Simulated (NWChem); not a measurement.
# SiPH5O2 (SMILES O[SiH2]OP): levels of theory compared

Wanted: a comparison of 3 runs (HF/STO-3G, HF/3-21G, B3LYP/6-31G*) of SiPH5O2. 

Program for the calculation: NWChem 7.3.0.

**1. The structure to begin with**

The species is SiPH5O2 (9 atoms), meant as a singlet with charge 0. As SMILES, `O[SiH2]OP`. The shape is that of a PBE0-D4/def2-TZVP optimisation. This is one conformer, not always the lowest.

Bond lengths: O1–Si2 1.637 Å, Si2–O3 1.648 Å, O3–P4 1.646 Å, O1–H5 0.958 Å, Si2–H6 1.486 Å, Si2–H7 1.473 Å, P4–H8 1.424 Å, P4–H9 1.424 Å. Some angles: O1–Si2–O3 112.6°, Si2–O3–P4 125.8°, O1–Si2–H6 109.8°, O1–Si2–H7 106.9°, O3–Si2–H6 108.4°, O3–Si2–H7 105.8°, Si2–O1–H5 118.2°, O3–P4–H8 98.7°, O3–P4–H9 98.7°, H6–Si2–H7 113.3°.

**2. Energy and gradient at HF/STO-3G (run 1)**

test.xyz

```xyz
9

O     -0.307900     1.144300    -1.642900
Si     0.817700     0.562000    -0.606400
O      0.302400    -0.778100     0.201800
P     -0.942200    -0.834900     1.277600
H     -0.998700     1.706900    -1.290600
H      1.170600     1.605300     0.391300
H      1.964500     0.123500    -1.421100
H     -0.305900    -1.590900     2.302600
H     -1.612000    -1.984300     0.770600
```

run.py

```python
from ase.io import read
from ase.calculators.nwchem import NWChem

system = read('test.xyz')

calc = NWChem(
    label='test',
    theory='scf',
    memory='2200 mb',
    basis='STO-3G',
    basispar='spherical bse',
    scf={'nopen': '0', 'rhf': None, 'thresh': '1e-08', 'maxiter': '80'},
)
system.calc = calc

forces = system.get_forces()
print("Total energy (eV):", round(system.get_potential_energy(), 6))
print("forces (eV/A):")
for s, f in zip(system.symbols, forces):
    print(f"{s:2s} {f[0]:10.5f} {f[1]:10.5f} {f[2]:10.5f}")
print("dipole (e A):", system.get_dipole_moment().round(4))
```

The run is started by

```
export ASE_NWCHEM_COMMAND="nwchem PREFIX.nwi > PREFIX.nwo"
python run.py
```

Standard output:

```text
Total energy (eV): -21037.902201
forces (eV/A):
O     0.45976   -0.74243   -1.71277
Si    1.53335    0.68170    1.10789
O     0.92663   -0.55551   -0.78187
P    -1.22431   -1.12054    1.29306
H    -0.73693    0.70803    1.04546
H    -0.19931   -1.01682   -1.09611
H    -1.08701    0.53957    0.80753
H    -0.27598    0.61969   -0.85859
H     0.60380    0.88641    0.19546
dipole (e A): [-0.0761  0.1937  0.2368]
```

The calculator wrote test.nwi:

```
title "test"

permanent_dir test

scratch_dir test

start test

geometry units angstrom nocenter noautosym noautoz
  O  -3.0790000000000001e-01 1.1443000000000001e+00 -1.6429000000000000e+00
  Si 8.1769999999999998e-01 5.6200000000000006e-01 -6.0640000000000005e-01
  O  3.0240000000000000e-01 -7.7810000000000001e-01 2.0180000000000001e-01
  P  -9.4220000000000004e-01 -8.3489999999999998e-01 1.2776000000000001e+00
  H  -9.9870000000000003e-01 1.7069000000000001e+00 -1.2906000000000000e+00
  H  1.1706000000000001e+00 1.6052999999999999e+00 3.9129999999999998e-01
  H  1.9644999999999999e+00 1.2350000000000000e-01 -1.4211000000000000e+00
  H  -3.0590000000000001e-01 -1.5909000000000000e+00 2.3026000000000000e+00
  H  -1.6120000000000001e+00 -1.9843000000000000e+00 7.7059999999999995e-01
end

memory 2200 mb

basis spherical bse noprint
   * library STO-3G
end

scf
  nopen 0
  rhf
  thresh 1e-08
  maxiter 80
end

task scf gradient
```

test.nwo:

```text
Northwest Computational Chemistry Package (NWChem) 7.3.0
             --------------------------------------------------------

           Job information
           ---------------

    nwchem branch   = 7.3.0
    use scalapack   = T
    input           = test.nwi
    prefix          = test.
    data base       = test/test.db
    status          = startup
    nproc           =        1

           Memory information
           ------------------

    heap     =     72089598 doubles =      550.0 Mbytes
    stack    =     72089595 doubles =      550.0 Mbytes
    global   =    144179200 doubles =     1100.0 Mbytes (distinct from heap & stack)
    total    =    288358393 doubles =     2200.0 Mbytes
    verify   = yes
    hardfail = no

[... 135 lines left out ...]
 Convergence threshold     :          1.000E-08
[... 13 lines left out ...]
       Final RHF  results
[... 3 lines left out ...]
      One-electron energy =  -1541.090090915090
[... 1 line left out ...]
 Nuclear repulsion energy =    233.152862446273
[... 41 lines left out ...]
                       ROHF Final Molecular Orbital Analysis
[... 213 lines left out ...]
                         RHF ENERGY GRADIENTS

    atom               coordinates                        gradient
                 x          y          z           x          y          z
   1 O      -0.581847   2.162413  -3.104631   -0.008941   0.014438   0.033308
   2 Si      1.545229   1.062026  -1.145930   -0.029819  -0.013257  -0.021545
   3 O       0.571453  -1.470396   0.381347   -0.018020   0.010803   0.015205
[... 5 lines of this table left out ...]
   9 H      -3.046238  -3.749783   1.456223   -0.011742  -0.017238  -0.003801

                 ----------------------------------------
                 |  Time  |  1-e(secs)   |  2-e(secs)   |
                 ----------------------------------------
                 |  CPU   |       0.00   |       0.53   |
                 ----------------------------------------
                 |  WALL  |       0.00   |       0.53   |
                 ----------------------------------------

 Task  times  cpu:        3.4s     wall:        3.4s
 Total times  cpu:        3.4s     wall:        3.4s
```

Wall time 4.8 s (1 thread of Intel Xeon Platinum 8375C at 2.90GHz (Ice Lake), shared host); peak memory 0.098 GiB.

**3. Energy and forces at HF/3-21G (run 2)**

struct.nw

```
start struct
title "H5O2PSi"
memory total 2200 mb
geometry noautosym nocenter noautoz
  O     -0.307900     1.144300    -1.642900
  Si     0.817700     0.562000    -0.606400
  O      0.302400    -0.778100     0.201800
  P     -0.942200    -0.834900     1.277600
  H     -0.998700     1.706900    -1.290600
  H      1.170600     1.605300     0.391300
  H      1.964500     0.123500    -1.421100
  H     -0.305900    -1.590900     2.302600
  H     -1.612000    -1.984300     0.770600
end
basis spherical bse
  O library 3-21G
  Si library 3-21G
  P library 3-21G
  H library 3-21G
end
scf
  thresh 1e-08
  maxiter 80
end
task scf gradient
```

The run is started by

```
nwchem struct.nw > struct.out
```

Standard output:

```text
[...]
  functions       =    54
[...]
  wavefunction    = RHF
[...]
         Total SCF energy =   -778.254701693724
      One-electron energy =  -1541.949741111455
      Two-electron energy =    530.542176971458
 Nuclear repulsion energy =    233.152862446273
        Time for solution =      2.8s
[...]
                         RHF ENERGY GRADIENTS
    atom               coordinates                        gradient
                 x          y          z           x          y          z
   1 O      -0.581847   2.162413  -3.104631    0.015615  -0.010230   0.003287
   2 Si      1.545229   1.062026  -1.145930   -0.043547   0.009915   0.007774
   3 O       0.571453  -1.470396   0.381347   -0.011696  -0.006932   0.011024
   4 P      -1.780500  -1.577732   2.414314    0.022941   0.023474  -0.025311
   5 H      -1.887269   3.225573  -2.438880    0.009967  -0.005269   0.008349
   6 H       2.212113   3.033577   0.739450    0.000700  -0.000021   0.000362
   7 H       3.712367   0.233381  -2.685490    0.000456  -0.003829  -0.002469
   8 H      -0.578067  -3.006365   4.351283    0.001048  -0.004067  -0.003266
   9 H      -3.046238  -3.749783   1.456223    0.004516  -0.003042   0.000250
[...]
```

Run time: 4.8 s. Hardware: 1 thread of Intel Xeon Platinum 8375C at 2.90GHz (Ice Lake), shared host; peak memory 0.099 GiB.

**4. Energy and forces at B3LYP/6-31G(d) (Cartesian functions) (run 3)**

mol.xyz

```xyz
9

O     -0.307900     1.144300    -1.642900
Si     0.817700     0.562000    -0.606400
O      0.302400    -0.778100     0.201800
P     -0.942200    -0.834900     1.277600
H     -0.998700     1.706900    -1.290600
H      1.170600     1.605300     0.391300
H      1.964500     0.123500    -1.421100
H     -0.305900    -1.590900     2.302600
H     -1.612000    -1.984300     0.770600
```

run.py

```python
from ase.io import read
from ase.calculators.nwchem import NWChem

atoms = read('mol.xyz')

calc = NWChem(
    label='mol',
    theory='dft',
    memory='2200 mb',
    basis='6-31G*',
    dft={'xc': 'b3lyp', 'mult': '1', 'grid': 'xfine', 'convergence': 'energy 1e-08', 'iterations': '100', 'mulliken': None},
)
atoms.calc = calc

forces = atoms.get_forces()
e = atoms.get_potential_energy()
print(f"E = {e:.6f} eV")
print("forces (eV/A):")
for s, f in zip(atoms.symbols, forces):
    print(f"{s:2s} {f[0]:10.5f} {f[1]:10.5f} {f[2]:10.5f}")
print("dipole (e A):", atoms.get_dipole_moment().round(4))
```

The run is started by

```
export ASE_NWCHEM_COMMAND="nwchem PREFIX.nwi > PREFIX.nwo"
python run.py
```

Standard output:

```text
E = -21343.694809 eV
forces (eV/A):
O    -0.09801   -0.01234   -0.60400
Si    0.51905    0.19551    0.07081
O     0.42649   -0.39148   -0.21011
P    -0.55279   -0.00674    0.46815
H    -0.31218    0.25680    0.16563
H     0.05842    0.05019    0.03348
H     0.02232    0.01574   -0.00411
H     0.01502   -0.04129    0.09102
H    -0.07832   -0.06639   -0.01080
dipole (e A): [-0.184   0.1373  0.2293]
```

The calculator wrote mol.nwi:

```
title "mol"

permanent_dir mol

scratch_dir mol

start mol

geometry units angstrom nocenter noautosym noautoz
  O  -3.0790000000000001e-01 1.1443000000000001e+00 -1.6429000000000000e+00
  Si 8.1769999999999998e-01 5.6200000000000006e-01 -6.0640000000000005e-01
  O  3.0240000000000000e-01 -7.7810000000000001e-01 2.0180000000000001e-01
  P  -9.4220000000000004e-01 -8.3489999999999998e-01 1.2776000000000001e+00
  H  -9.9870000000000003e-01 1.7069000000000001e+00 -1.2906000000000000e+00
  H  1.1706000000000001e+00 1.6052999999999999e+00 3.9129999999999998e-01
  H  1.9644999999999999e+00 1.2350000000000000e-01 -1.4211000000000000e+00
  H  -3.0590000000000001e-01 -1.5909000000000000e+00 2.3026000000000000e+00
  H  -1.6120000000000001e+00 -1.9843000000000000e+00 7.7059999999999995e-01
end

memory 2200 mb

basis noprint
   * library 6-31G*
end

dft
  xc b3lyp
  mult 1
  grid xfine
  convergence energy 1e-08
  iterations 100
  mulliken
end

task dft gradient
```

mol.nwo:

```text
Northwest Computational Chemistry Package (NWChem) 7.3.0
             --------------------------------------------------------

           Job information
           ---------------

    nwchem branch   = 7.3.0
    use scalapack   = T
    input           = mol.nwi
    prefix          = mol.
    data base       = mol/mol.db
    status          = startup
    nproc           =        1

           Memory information
           ------------------

    heap     =     72089598 doubles =      550.0 Mbytes
    stack    =     72089595 doubles =      550.0 Mbytes
    global   =    144179200 doubles =     1100.0 Mbytes (distinct from heap & stack)
    total    =    288358393 doubles =     2200.0 Mbytes
    verify   = yes
    hardfail = no

[... 106 lines left out ...]
  convergence criterion.
[... 41 lines left out ...]
          Spatial weights used:  Erf1
[... 77 lines left out ...]
         Total DFT energy =     -784.366323338802
[... 3 lines left out ...]
 Nuclear repulsion energy =      233.152862446273
[... 614 lines left out ...]
          Convergence on gradient requested:  5.00D-04
[... 28 lines left out ...]
          total energy or number of iterations.
[... 26 lines left out ...]
                         DFT ENERGY GRADIENTS

    atom               coordinates                        gradient
                 x          y          z           x          y          z
   1 O      -0.581847   2.162413  -3.104631    0.001906   0.000240   0.011746
   2 Si      1.545229   1.062026  -1.145930   -0.010094  -0.003802  -0.001377
   3 O       0.571453  -1.470396   0.381347   -0.008294   0.007613   0.004086
[... 5 lines of this table left out ...]
   9 H      -3.046238  -3.749783   1.456223    0.001523   0.001291   0.000210

                 ----------------------------------------
                 |  Time  |  1-e(secs)   |  2-e(secs)   |
                 ----------------------------------------
                 |  CPU   |       0.01   |       7.51   |
                 ----------------------------------------
                 |  WALL  |       0.01   |       7.51   |
                 ----------------------------------------

 Task  times  cpu:       67.9s     wall:       67.9s
 Total times  cpu:       68.0s     wall:       68.0s
```

It took 70 s on 1 thread of Intel Xeon Platinum 8375C at 2.90GHz (Ice Lake), shared host; peak memory 0.15 GiB.

**5. Overview of the runs**

```csv
run,level,Cartesian functions,iteration cap,energy (Eh),dipole moment (D),HOMO energy (eV),LUMO energy (eV),wall time
1,HF/STO-3G,no,80,-773.128652,1.51,-7.07,11.54,4.8 s
2,HF/3-21G,no,80,-778.254702,2.46,-10.28,4.00,4.8 s
3,B3LYP/6-31G* (Cartesian functions),yes,100,-784.366323,1.56,-6.95,-0.18,70 s
```

**6. Outcome**

| quantity | value |
| --- | --- |
| run 3: total energy | -784.36632 Eh |
| run 3: dipole moment | 1.56 D |
| run 3: HOMO energy | -6.95 eV |
| run 3: LUMO energy | -0.18 eV |
| run 3: HOMO–LUMO gap | 6.77 eV |
| run 3: largest force on an atom | 0.724 eV/Å |

**Reading.** The dipole moment (its size) runs from 1.51 D (HF/STO-3G) to 2.46 D (HF/3-21G). The HOMO–LUMO gap runs from 6.77 eV (B3LYP/6-31G*) to 18.61 eV (HF/STO-3G). The two ends differ in method and basis. In run 1 the basis is minimal, so the values are rough. All runs together took 79 s, the longest 70 s.
